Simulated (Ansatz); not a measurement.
# SiSe (P-6m2) in Ansatz: notebook

One crystal, SiSe, is run at these levels: PBE, PBEsol; tasks: phonons, elastic constants.

Program: Ansatz 0.2.0. These are calculated values, not measurements. Logs are shortened: lines on timing, memory, paths and dates and some standing lists are left out, and cuts for length are marked.

### Step 1. Starting point

It takes space group P-6m2 (No. 187, hexagonal). The conventional cell has a = 3.595 Å, b = 3.595 Å, c = 3.599 Å, α = 90.00°, β = 90.00°, γ = 120.00°. Around Si (site symmetry -6m2) lie 6 Se at 2.75 Å. Se (site symmetry -6m2) has 6 Si at 2.75 Å as nearest neighbours.

The cell was built by a generator and needn't be a form met in nature.

### Step 2. Phonons, PBE

input.yaml reads:

```yaml
crystal:
  lattice:
    - [3.5952, 0.0, 0.0]
    - [-1.7976, 3.11353, 0.0]
    - [0.0, 0.0, 3.59873]
  atoms:
    - { symbol: Si, position: [0.66667, 0.33333, 0.5] }
    - { symbol: Se, position: [0.0, 0.0, 0.0] }
kpoints:
  mp_grid: { grid: [9, 9, 7] }
scf:
  occupations: { method: fermi_dirac, width: 0.05 }
hamiltonian:
  xc: pbe
  pseudopotentials: { kind: all_electron, lapw: { basis_error: 0.002 } }
output: {}
phonons:
  method: fd
  supercell: [1, 1, 1]
```

Potentials or basis: all-electron LAPW, scalar-relativistic.

Launch:

```bash
$ ansatz run input.yaml --threads 1 --pin off --max-ram 3072MiB --backend cpu --events-out ev --progress --plain --runs-dir out
```

Standard output:

```text
Warning: the atoms were moved onto the symmetric positions of the space group found under crystal.symmetry.tolerance 1.0e-5 (fractional; no operation is sought that the atoms, as they stand in a round, miss by more than twice it, and no atom is moved by as much as it), and the run uses the moved positions. Before a round's move an operation carried an atom to 1.80e-5 Å from where it should land, the largest such distance. Atom 0 (counting from 0) moved farthest, by 2.08e-5 Å; the longest move in fractions of the cell, of whichever atom, is 0.47 of the tolerance, in 1 round. To run the atoms as typed, lower crystal.symmetry.tolerance until the operations that they miss are no longer found, or set crystal.symmetry.detect: false (a key that needs symmetry detection or time reversal refuses this as the deck is read). The positions used, in the order of the run's atom list: position: [0.6666666666666667, 0.3333333333333333, 0.5]; position: [5.5510939473021013e-17, -1.8503646491007004e-17, 0.0]; The lattice was moved too: crystal.lattice keeps the space group found at crystal.symmetry.tolerance 1.0e-5 only nearly: the operation that it misses by the most changes a squared length by the fraction 2.52e-6. The run uses the lattice that is a stretch of the typed one, with no rotation, onto the one that keeps every operation to a double's rounding (on a very oblique basis the stretch itself rounds by more); the deck's lattice vector that moved farthest moved by 2.62e-6 Å. To run the lattice as typed, set crystal.symmetry.tolerance under 2.52e-6, the least fraction by which an operation that the lattice misses changes a squared length (the same key also sets how far an atom may lie from its image, so lowering it can lose operations that the atoms keep only within it), or set crystal.symmetry.detect: false, as for the atoms. crystal.lattice made exact, in Å and degrees: [[3.5951973836309277, 0.0, 0.0], [-1.7975986918154638, 3.1135322658437317, 0.0], [0.0, 0.0, 3.59873]]. Pasted over the deck's crystal.lattice, beside positions in fractional coordinates, it runs the same cell (given as lengths and angles, that cell in the form's own orientation, a rigid turn of the misfit's size from the one run here, for which a checkpoint.post_process_only pass over this run's state can be refused: where this run relaxes nothing, give such a pass this deck's own crystal.lattice, as typed; behind a relaxation, as crystal.lattice, the state's own cell, identity.cell in its checkpoint.json), and a matrix so pasted ends this notice, except on a very skew basis of the lattice, where the rounding of the pasted numbers themselves can read as a misfit: the cell is then moved again, and that move is told again. The lattice as run is in this notice's lattice.as_run_ang field (Run.prep()["deck_notices"] in Python, the deck_notice line of an events file, deck_notices of ansatz run --dry-run=json, or deck_notices in record.json in the deck's checkpoint.write directory).
Warning: RAYON_NUM_THREADS=1 ignored (pool sized by the plan → 1); use --threads N
LAPW: plane waves up to 6.695 Å⁻¹, error target 2.0e-3 eV per atom; small_component_spin mean_spin; Si in spheres of 1.228 Å, 12 of its electrons in bands, Dirac shells []; Se in spheres of 1.437 Å, 24 of its electrons in bands, Dirac shells [] (how accurate: hamiltonian.pseudopotentials.lapw.basis_error, Limitations)
Engine: ansatz 0.2.0, aarch64-unknown-linux-gnu
Pseudopotentials: kind: all_electron
Pseudopotential: Si, LAPW, valence charge 12, lapw/all_electron/scalar/gaussian/Si, Koelling and Harmon's equation, gaussian nucleus
Pseudopotential: Se, LAPW, valence charge 24, lapw/all_electron/scalar/gaussian/Se, Koelling and Harmon's equation, gaussian nucleus
Functional definition: PBE
  parameter kappa = 0.804
  parameter beta = 0.06672455060314922
  exchange = pbe_x(kappa = kappa, mu = beta*pi^2/3)
  correlation = pbe_c(beta = beta)
Crystal: 2 atoms, lattice volume = 40.283 Å³
Basis set: ecut = 170.79072445763117 eV, 211 PW (Γ), exchange–correlation at level 2
Bands: 22, of which v1, the nominal top of the filled ones, is band 18 counted from 1 (17 counted from 0)
Symmetry: 12 space group operations
k-points: 48 of 567 (time reversal used)
Non-local potential: Si, projectors of the file, none
Non-local potential: Se, projectors of the file, none
Initial density: superposition of atomic densities (chi_scale 0.1, normalization cell, long waves kept (reshape's long-wave potential 0.00 eV rms))
Initial wavefunctions: plane waves of lowest kinetic energy (no species holds an atomic orbital)
Functional: x = pbe(κ = 0.804, μ = 0.2195149727645171), c = pbe(β = 0.06672455060314922)
iter 1 solved again at ethr=4.68e-4 eV; its pass at ethr=1.00e-1 eV (dr2=1.68e-1 eV) is discarded
SCF iter   1: F=—  HF=-74017.455362 eV  |F-HF|=—  |Δ(HF+E_count)|=         —  Δρ=1.64e-2  dr2=1.69e-1  ethr=4.68e-4  ⟨swp⟩=2.6  Hψ=6935  notcnv=0
preconditioner: auto → Kerker (q_TF=auto, 2.678 Å⁻¹)  [metal: Δε(μ)=0.061 eV  Ē_g=10.200 eV  σ=0.050 eV  W_gap=0.28  n_scr=20 (ndim 8)  ℏωp=18.5 eV  f_vac=0.000  D(μ)=0.64/eV (n_scr^D=0)]
SCF iter   2: F=—  HF=-74017.424878 eV  |F-HF|=—  |Δ(HF+E_count)|=   3.05e-2  Δρ=1.02e-2  dr2=6.48e-2  ethr=4.68e-4  ⟨swp⟩=2.0  Hψ=3216  notcnv=0
SCF iter   3: F=—  HF=-74017.418447 eV  |F-HF|=—  |Δ(HF+E_count)|=   6.43e-3  Δρ=4.56e-3  dr2=1.54e-2  ethr=1.80e-4  ⟨swp⟩=2.0  Hψ=3073  notcnv=0
iter 4 solved again at ethr=1.96e-6 eV; its pass at ethr=4.29e-5 eV (dr2=7.06e-4 eV) is discarded
SCF iter   4: F=—  HF=-74017.418283 eV  |F-HF|=—  |Δ(HF+E_count)|=   1.64e-4  Δρ=1.13e-3  dr2=7.05e-4  ethr=1.96e-6  ⟨swp⟩=2.0  Hψ=5309  notcnv=0
SCF iter   5: F=—  HF=-74017.417949 eV  |F-HF|=—  |Δ(HF+E_count)|=   3.34e-4  Δρ=6.41e-4  dr2=2.52e-4  ethr=1.96e-6  ⟨swp⟩=2.1  Hψ=3036  notcnv=0
SCF iter   6: F=—  HF=-74017.417923 eV  |F-HF|=—  |Δ(HF+E_count)|=   2.59e-5  Δρ=3.35e-4  dr2=6.50e-5  ethr=7.01e-7  ⟨swp⟩=2.2  Hψ=3037  notcnv=0
SCF iter   7: F=—  HF=-74017.417959 eV  |F-HF|=—  |Δ(HF+E_count)|=   3.54e-5  Δρ=6.41e-5  dr2=2.98e-6  ethr=1.81e-7  ⟨swp⟩=3.0  Hψ=3216  notcnv=0
SCF iter   8: F=—  HF=-74017.417959 eV  |F-HF|=—  |Δ(HF+E_count)|=   3.46e-7  Δρ=2.01e-5  dr2=2.90e-7  ethr=8.27e-9  ⟨swp⟩=2.8  Hψ=3081  notcnv=0
SCF iter   9: F=—  HF=-74017.417959 eV  |F-HF|=—  |Δ(HF+E_count)|=   4.24e-8  Δρ=5.11e-6  dr2=1.77e-8  ethr=8.06e-10  ⟨swp⟩=2.2  Hψ=3039  notcnv=0
[... 30 lines left out ...]
iter 2 solved again at ethr=2.84e-9 eV; its pass at ethr=5.32e-8 eV (dr2=1.02e-6 eV) is discarded
SCF iter   2: F=—  HF=-74017.417899 eV  |F-HF|=—  |Δ(HF+E_count)|=   1.76e-6  Δρ=4.82e-5  dr2=1.03e-6  ethr=2.84e-9  ⟨swp⟩=2.0  Hψ=18101  notcnv=0
SCF iter   3: F=—  HF=-74017.417899 eV  |F-HF|=—  |Δ(HF+E_count)|=   8.33e-8  Δρ=1.75e-5  dr2=1.77e-7  ethr=2.84e-9  ⟨swp⟩=3.0  Hψ=11012  notcnv=0
SCF iter   4: F=—  HF=-74017.417899 eV  |F-HF|=—  |Δ(HF+E_count)|=   1.05e-7  Δρ=4.18e-6  dr2=7.76e-9  ethr=4.91e-10  ⟨swp⟩=2.3  Hψ=10398  notcnv=0
SCF iter   5: F=-74017.417899 eV  HF=-74017.417899 eV  |F-HF|=1.16e-10  |Δ(HF+E_count)|=   1.66e-9  Δρ=9.28e-7  dr2=3.30e-10  ethr=2.16e-11  ⟨swp⟩=3.0  Hψ=10832  notcnv=0
SCF 4 converged in 5 iterations: F = -74017.417899 eV  dr2 = 3.30e-10
iter 1 solved again at ethr=1.58e-7 eV; its pass at ethr=1.00e-1 eV (dr2=5.69e-5 eV) is discarded
SCF iter   1: F=—  HF=-74017.418132 eV  |F-HF|=—  |Δ(HF+E_count)|=         —  Δρ=3.68e-4  dr2=5.20e-5  ethr=1.58e-7  ⟨swp⟩=4.8  Hψ=12780  notcnv=0
iter 2 solved again at ethr=1.02e-8 eV; its pass at ethr=1.44e-7 eV (dr2=3.67e-6 eV) is discarded
SCF iter   2: F=—  HF=-74017.418130 eV  |F-HF|=—  |Δ(HF+E_count)|=   1.79e-6  Δρ=8.72e-5  dr2=3.72e-6  ethr=1.02e-8  ⟨swp⟩=2.0  Hψ=7489  notcnv=0
SCF iter   3: F=—  HF=-74017.418129 eV  |F-HF|=—  |Δ(HF+E_count)|=   1.49e-6  Δρ=3.04e-5  dr2=7.32e-7  ethr=1.02e-8  ⟨swp⟩=3.0  Hψ=4631  notcnv=0
SCF iter   4: F=—  HF=-74017.418128 eV  |F-HF|=—  |Δ(HF+E_count)|=   4.13e-7  Δρ=6.34e-6  dr2=2.06e-8  ethr=2.03e-9  ⟨swp⟩=2.2  Hψ=4369  notcnv=0
SCF iter   5: F=-74017.418128 eV  HF=-74017.418128 eV  |F-HF|=2.91e-11  |Δ(HF+E_count)|=   9.18e-9  Δρ=1.03e-6  dr2=5.11e-10  ethr=5.71e-11  ⟨swp⟩=2.0  Hψ=4355  notcnv=0
SCF 5 converged in 5 iterations: F = -74017.418128 eV  dr2 = 5.11e-10
SCF converged after 11 iterations
Free energy (F): -74017.417959 eV
Harris-Foulkes:  -74017.417959 eV  (|F-HF|=2.91e-11)
Internal energy: -74017.410129 eV  (E = F + TS)
E sigma→0 (E₀):  -74017.414044 eV
Entropy (-TS):   -0.007830 eV (-3.915 meV/atom)
Fermi energy:    10.257081 eV
--- Per-component energies (eV) ---
  E_band       = -2299.298579
  E_kinetic    = 75606.546467
  E_xc         = -2962.234443
  E_electrostatic = -146661.722153  (all electrons and nuclei)
  E_smearing   = -0.007830  (= −TS)
  E_closure    = 0.000000  (closes the sum)
  E_atoms      = -74009.028890  (free atoms, spherical and without spin; not in F)
  Σ components = -74017.417959   (vs F -74017.417959, Δ=0.00e0)
  Basis errors (estimates in eV, not in F): energy 8.1e-4 per atom: plane waves 7.7e-4 (4.2e-4 summed), levels above the bands 1.6e-61, relativity 3.9e-8, radial functions 4.2e-5, core shells 5.0e-11; eigenvalues (radial functions only) 3.0e-6; not estimated: angular momenta, meshes, grids; target (lapw.basis_error) 2.0e-3; muffin-tin radii Si 1.228 Å, Se 1.437 Å
--- Forces (eV/Å), atoms counted from 1 ---
  atom   1  Si     0.00000000    -0.00000000     0.00000000
  atom   2  Se    -0.00000000     0.00000000     0.00000000
  max |Σ_I F_I| component: 0.00e0 eV/Å
--- Band table (eV; the first three rows and the last of 48) ---
  k-point 0: bands = ["-198.3585", "-137.8488", "-137.8138", "-137.8138", "-124.9437", "-81.0049", "-81.0043", "-81.0043", "-38.0548", "-38.0438", "-38.0438", "-38.0181", "-38.0181", "-5.0695", "5.4598", "6.5008", "8.4056", "8.4056", "13.0589", "13.0589", "13.6804", "16.9221"]
  k-point 1: bands = ["-198.3585", "-137.8488", "-137.8138", "-137.8138", "-124.9437", "-81.0049", "-81.0042", "-81.0042", "-38.0546", "-38.0439", "-38.0439", "-38.0181", "-38.0181", "-4.9032", "3.6969", "8.1181", "8.5586", "8.5586", "13.1271", "13.1271", "14.3742", "16.3281"]
  k-point 2: bands = ["-198.3585", "-137.8488", "-137.8138", "-137.8138", "-124.9437", "-81.0049", "-81.0042", "-81.0042", "-38.0540", "-38.0440", "-38.0440", "-38.0181", "-38.0181", "-4.4565", "1.7674", "8.9635", "8.9635", "9.7581", "13.1726", "13.1726", "14.3739", "17.0503"]
  k-point 47: bands = ["-198.3585", "-137.8488", "-137.8138", "-137.8138", "-124.9437", "-81.0049", "-81.0043", "-81.0043", "-38.0528", "-38.0445", "-38.0444", "-38.0174", "-38.0173", "-2.5874", "3.5622", "4.4015", "5.1420", "5.9975", "8.5246", "15.9261", "16.4861", "19.5995"]
--- Phonons: 4 displaced members + reference (amplitude 0.01 Å, Σ member SCF iterations 21) ---
  symmetry images taken by strict's conditions (phonons.symmetry_images: auto; settled by no image being taken that strict refuses)
  ASR residual: 4.706e-4 → 0.000e0 eV/Å²; symmetrization residual: 2.215e-4 eV/Å²
  largest component of a force at the reference: 4.6e-17 eV/Å
  ASR residual per site (eV/Å²): 4.71e-4 1.93e-4
  Γ frequencies (cm⁻¹): -210.74 0.00 0.00 0.00 125.69 125.69
  density of states and harmonic sums: on the 20×20×17 q-mesh, interpolated from the force constants of a 1×1×1 supercell (no non-analytic term)
  largest difference from the sums on the solved wave vectors: F 4.57e-1 eV, S 6.29e-4 and C_V 1.72e-4 eV/K
  zero-point energy: 0.020862 eV/cell   skipped modes (ω ≤ 0): 794, of them read as no rigid motion or as one in doubt: 791 (2.000e0 modes/cell left out, lowest -210.74 cm⁻¹)   left out of the sums: 3.33e-1 of the cell's modes: C_V's classical limit lies that fraction below 3 k_B per atom; for a crystal, a wire or a layer, F and S can be off by more, and a phonons.interpolated_qmesh denser along its periods is the remedy for the sampling
```

Run time: 83 s. Hardware: 1 thread of Arm Neoverse V1, shared host; peak memory 0.36 GiB.

What came out:

- Free energy: -74017.4180 eV
- Band gap on the k mesh: none (metal or under the smearing width)
- Highest phonon frequency at Γ: 126 cm⁻¹
- Most unstable mode: 211i cm⁻¹

Phonon frequencies in cm⁻¹ (negative: imaginary):
```
              q point         frequencies
(0.000, 0.000, 0.000)  -211 0 0 0 126 126
```

Caveat: a metal's response needs a denser mesh; some modes are imaginary.

[end of part 1 of 2]
